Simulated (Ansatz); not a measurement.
# SrCa3: the cost of one run

All numbers are computed with the Python package of Ansatz 0.2.0. Level of theory: DFT LDA, plane waves, PAW.

### Step 1. The system

SrCa3 Pm-3m: It takes space group Pm-3m (No. 221, cubic). Conventional cell: a = 5.717 Å, b = 5.717 Å, c = 5.717 Å, α = 90.00°, β = 90.00°, γ = 90.00°. Sr (site symmetry m-3m) has 12 Ca at 4.04 Å as nearest neighbours. Ca (site symmetry 4/mmm) is surrounded by 4 Sr at 4.04 Å and 8 Ca at 4.04 Å.

Sr3Ca Pm-3m: It takes space group Pm-3m (No. 221, cubic). The conventional cell has a = 5.989 Å, b = 5.989 Å, c = 5.989 Å, α = 90.00°, β = 90.00°, γ = 90.00°. Around Sr (site symmetry 4/mmm) lie 8 Sr at 4.23 Å and 4 Ca at 4.23 Å. Around Ca (site symmetry m-3m) lie 12 Sr at 4.23 Å.

SrCa R-3m: The structure is trigonal, space group R-3m (No. 166). Conventional cell: a = 4.135 Å, b = 4.135 Å, c = 20.205 Å, α = 90.00°, β = 90.00°, γ = 120.00°. Sr (site symmetry -3m) is surrounded by 6 Ca at 4.13 Å and 6 Sr at 4.13 Å. Around Ca (site symmetry -3m) lie 6 Sr at 4.13 Å and 6 Ca at 4.13 Å.

Sr Fm-3m: Symmetry: Fm-3m, No. 225, cubic system. Conventional cell: a = 6.085 Å, b = 6.085 Å, c = 6.085 Å, α = 90.00°, β = 90.00°, γ = 90.00°. Sr (site symmetry m-3m) is surrounded by 12 Sr at 4.30 Å.

Ca Fm-3m: The structure is cubic, space group Fm-3m (No. 225). Conventional cell: a = 5.588 Å, b = 5.588 Å, c = 5.588 Å, α = 90.00°, β = 90.00°, γ = 90.00°. Around Ca (site symmetry m-3m) lie 12 Ca at 3.95 Å.

Input file srca3_srca3_pm_3m.vasp:

```text
SrCa3
1.0
   5.71676577    0.00000000    0.00000000
   0.00000000    5.71676577    0.00000000
   0.00000000    0.00000000    5.71676577
Sr Ca
1 3
Direct
   0.00000000    0.00000000    0.00000000
   0.00000000    0.50000000    0.50000000
   0.50000000    0.00000000    0.50000000
   0.50000000    0.50000000    0.00000000
```

The script reads srca3_sr3ca_pm_3m.cif:

```cif
data_Sr3Ca
_cell_length_a 5.988752
_cell_length_b 5.988752
_cell_length_c 5.988752
_cell_angle_alpha 90.00000
_cell_angle_beta 90.00000
_cell_angle_gamma 90.00000
_symmetry_space_group_name_H-M 'P 1'
_symmetry_Int_Tables_number 1
loop_
_symmetry_equiv_pos_as_xyz
'x, y, z'
loop_
_atom_site_label
_atom_site_type_symbol
_atom_site_fract_x
_atom_site_fract_y
_atom_site_fract_z
Sr1 Sr    0.000000    0.500000    0.500000
Sr2 Sr    0.500000    0.000000    0.500000
Sr3 Sr    0.500000    0.500000    0.000000
Ca4 Ca    0.000000    0.000000    0.000000
```

The script reads srca3_srca_r_3m.extxyz:

```xyz
2
Lattice="2.06737414 1.19359902 6.73499103 -2.06737414 1.19359902 6.73499103 0.0 -2.38719804 6.73499103" Properties=species:S:1:pos:R:3 pbc="T T T"
Sr    0.00000000    0.00000000   10.10248654
Ca    0.00000000    0.00000000    0.00000000
```

Input file srca3_sr.extxyz:

```xyz
1
Lattice="0.0 3.04235 3.04235 3.04235 0.0 3.04235 3.04235 3.04235 0.0" Properties=species:S:1:pos:R:3 pbc="T T T"
Sr    0.00000000    0.00000000    0.00000000
```

Input file srca3_ca.vasp:

```text
Ca
1.0
   0.00000000    2.79420000    2.79420000
   2.79420000    0.00000000    2.79420000
   2.79420000    2.79420000    0.00000000
Ca
1
Direct
   0.00000000    0.00000000    0.00000000
```

### Step 2. Script

File srca3_hull.py:

```python
'''Convex hull of a few Sr-Ca phases, after relaxing atoms and volume at fixed cell shape.'''

from collections import Counter
import csv

import ansatz
from ase.io import read
import numpy as np
from scipy.spatial import ConvexHull


def solve(name, crystal):
    calc = (
        crystal.calculation()
        .functional('lda')
        .scf(extra_bands=16, lower_state_search='off')
        .basis(460)
        .kpoints(spacing=0.3)
        .occupations('gaussian', width=0.1)
    )
    calc = calc.relax(force_tolerance=0.01, fix_cell=['shape'])
    return calc.run(threads=1)


def counts(outcome):
    return Counter(site.symbol for site in outcome.lattice.sites)

def formation_energy(outcome, mu):
    n = counts(outcome)
    return (outcome.report['energy_sigma0_ev'] - sum(k * mu[element] for element, k in n.items())) / sum(n.values())


def main() -> None:
    phases = {}
    atoms = read('srca3_srca3_pm_3m.vasp', format='vasp')
    srca3_pm_3m = ansatz.Crystal.from_ase(atoms)
    phases['SrCa3 Pm-3m'] = srca3_pm_3m
    atoms = read('srca3_sr3ca_pm_3m.cif')
    sr3ca_pm_3m = ansatz.Crystal.from_ase(atoms)
    phases['Sr3Ca Pm-3m'] = sr3ca_pm_3m
    srca_r_3m = ansatz.Crystal.from_extxyz('srca3_srca_r_3m.extxyz')
    phases['SrCa R-3m'] = srca_r_3m
    sr = ansatz.Crystal.from_extxyz('srca3_sr.extxyz')
    phases['Sr'] = sr
    atoms = read('srca3_ca.vasp', format='vasp')
    ca = ansatz.Crystal.from_ase(atoms)
    phases['Ca'] = ca

    done = {name: solve(name, crystal) for name, crystal in phases.items()}

    # chemical potentials of the elements at zero temperature
    references = {'Sr': 'Sr', 'Ca': 'Ca'}
    mu = {element: done[name].report['energy_sigma0_ev'] / len(done[name].lattice.sites) for element, name in references.items()}
    points = sorted((counts(o)['Ca'] / len(o.lattice.sites), formation_energy(o, mu), name) for name, o in done.items())

    xy = np.array([(x, e) for x, e, _ in points] + [(0.5, 10.0)])
    hull = sorted(tuple(xy[i]) for i in ConvexHull(xy).vertices if xy[i, 1] < 5)
    rows = [(name, x, e, e - np.interp(x, *zip(*hull))) for x, e, name in points]
    with open('hull.csv', 'w', newline='') as handle:
        writer = csv.writer(handle)
        writer.writerow(['phase', 'x(Ca)', 'E_form (eV/atom)', 'above hull (eV/atom)'])
        writer.writerows([round(v, 4) if isinstance(v, float) else v for v in row] for row in rows)
    print(open('hull.csv').read())
    print('on the hull of these phases:', ', '.join(row[0] for row in rows if row[3] < 1e-6))


if __name__ == '__main__':
    main()
```

### Step 3. The calls as engine input

The package turns the script's settings into the engine's input (first run):

```yaml
crystal:
  lattice:
    - [5.71676577, 0.0, 0.0]
    - [0.0, 5.71676577, 0.0]
    - [0.0, 0.0, 5.71676577]
  atoms:
    - { symbol: Sr, position: [0.0, 0.0, 0.0] }
    - { symbol: Ca, position: [0.0, 0.5, 0.5] }
    - { symbol: Ca, position: [0.5, 0.0, 0.5] }
    - { symbol: Ca, position: [0.5, 0.5, 0.0] }
basis:
  ecutwfc: 460.0
kpoints:
  mp_grid:
    kspacing: 0.3
hamiltonian:
  xc: lda
scf:
  n_extra_bands: 16
  lower_state_search: "off"
  occupations:
    method: gaussian
    width: 0.1
relax:
  f_tol: 0.01
  cell:
    fix: [shape]
```

### Step 4. Launch

Command:

```console
$ python srca3_hull.py
```

What time and memory should one allow on 1 thread of Arm Neoverse V1, shared host?

About 56 s, with a peak of 0.53 GiB.
